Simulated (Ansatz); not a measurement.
# Hf (hcp type): the cost of one run

Computed with Ansatz 0.2.0 (DFT PBEsol, with the methods named in each step, unless a step's input says otherwise).

**1. The starting structure**

It takes space group P6_3/mmc (No. 194, hexagonal). Conventional cell: a = 3.169 Å, b = 3.169 Å, c = 5.133 Å, α = 90.00°, β = 90.00°, γ = 120.00°. Around Hf (site symmetry -6m2) lie 12 Hf at 3.15 to 3.17 Å.

Structure file:

```
CELL_PARAMETERS angstrom
3.16879 0.00000 0.00000
-1.58439 2.74425 0.00000
0.00000 0.00000 5.13343
ATOMIC_POSITIONS crystal
Hf 0.33333 0.66667 0.25000
Hf 0.66667 0.33333 0.75000
```

Whether this phase is the stable one at these pressures isn't tested.

Atoms are numbered in the order of the input: Hf1, Hf2.

**2. Cell relaxed at zero pressure, PAW**

File input.yaml:

```yaml
crystal:
  lattice:
    - [3.1687855324, 0.0, 0.0]
    - [-1.5843927662, 2.7442487702, 0.0]
    - [0.0, 0.0, 5.1334325625]
  atoms:
    - { symbol: Hf, position: [0.3333333333, 0.6666666667, 0.25] }
    - { symbol: Hf, position: [0.6666666667, 0.3333333333, 0.75] }
kpoints:
  mp_grid: { grid: [14, 14, 8] }
scf:
  occupations: { method: fermi_dirac, width: 0.08 }
hamiltonian:
  xc: pbesol
  pseudopotentials: { kind: paw }
output:
  forces: true
  stress: true
relax:
  f_tol: 0.005
  max_steps: 40
  cell: {}
```

Started as:

```console
> ansatz run input.yaml --threads 1 --pin off --max-ram 2048MiB --backend cpu --events-out ev --progress --plain --runs-dir out
```

What time and memory should one allow on 1 thread of Intel Xeon Platinum 8488C (Sapphire Rapids), shared host?

About 29 s, with a peak of 0.49 GiB.
